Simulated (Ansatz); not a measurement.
CsLiCr2Te2S3:

```
Cs Li Cr Te S
1.0
     3.60358    0.00000    0.00000
    -1.80179    3.12079    0.00000
     0.00000    0.00000   19.06651
Cs Li Cr Te S
1 1 2 2 3
Direct
  0.00000 0.00000 0.37399
  0.66667 0.33333 0.01607
  0.00000 0.00000 0.86637
  0.33333 0.66667 0.16833
  0.33333 0.66667 0.53891
  0.66667 0.33333 0.77276
  0.00000 0.00000 0.10030
  0.33333 0.66667 0.92920
  0.66667 0.33333 0.23408
```

The cell was built by a generator and needn't be a form met in nature.

Base run:

* Program: Ansatz 0.2.0
* Functional: PBE
* Potentials or basis: Ansatz PAW
* Cutoff: 420 eV (not typed: the program's choice for these potentials)
* k mesh: 9 × 9 × 2
* Occupations: fermi-dirac, width 0.05 eV
* Spin: collinear spin, ferromagnetic start
* Starting moments: [0.0, 0.0, 3.0, 3.0, 0.0, 0.0, 0.0, 0.0, 0.0] μB
* Hubbard terms: Cr d U = 6 eV

Its results: band gap on the k mesh none (metal or under the smearing width); pressure 4.0 GPa; net moment 6.12 μB per cell; site moments Cs -0.01; Li -0.02; Cr +3.36, +3.20; Te -0.02, -0.26; S -0.24, -0.23 μB; largest force 1.104 eV/Å.

Q: The run is repeated on the same cell with these changes: hubbard terms from Cr d U = 6 eV to none; hubbard projectors from ortho-atomic (the default) to none. What comes out?

A: Band gap on the k mesh none (metal or under the smearing width); pressure 0.0 GPa; net moment 5.64 μB per cell; site moments Cs +0.00; Li -0.01; Cr +2.58, +2.74; Te -0.01, -0.15; S -0.05, -0.06 μB; largest force 0.033 eV/Å.

Caveats: only a ferromagnetic start was run, and an antiferromagnetic order may lie lower in energy; the magnetic or orbital state may not be the lowest (some runs); forces of over 1 eV/Å show positions far from the minimum, so gaps and moduli don't describe the material at rest (some runs); the density of states is complete only up to the lowest level of the last band computed (some runs).
